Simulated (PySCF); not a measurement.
# CoH4O4 ([Co(OH)4]2-): the cost of one run

Computed with PySCF 2.14.0 and routines of our own; the level stands in each step. Atoms count from 0.

## Step 1: The system as given

9 atoms, charge -2, states of the metal's open shell are computed; geometry from: model start, shaken.

## Step 2: Geometry optimisation at PBE0-D3(BJ)/def2-TZVP

What the job is given:

```
{"job": {"xc": "PBE0", "basis": "def2-TZVP", "d3": "d3bj", "grid": 1, "maxiter": 45, "solvent": "water", "kind": "geom"}, "charge": -2, "metal": "Co", "open_shell": "d7"}
Co     0.000020     0.004480    -0.004110
O      1.115360     1.121900     1.113850
H      0.875710     2.026280     1.433110
O     -1.138030    -1.121370     1.134070
H     -0.873220    -2.020130     1.440050
O     -1.118290     1.108560    -1.135580
H     -2.034690     0.855460    -1.468120
O      1.125190    -1.147730    -1.124650
H      2.008530    -0.877610    -1.478240
```

Run with:

```
$ OMP_NUM_THREADS=1 python lf_run.py task.json out
```

This one command runs all jobs of the session in turn.

Q: Estimate the wall time and peak memory of this first job on 1 thread of Intel Xeon 6975P-C, shared host.

About 3.6 min, with a peak of 1.4 GiB.
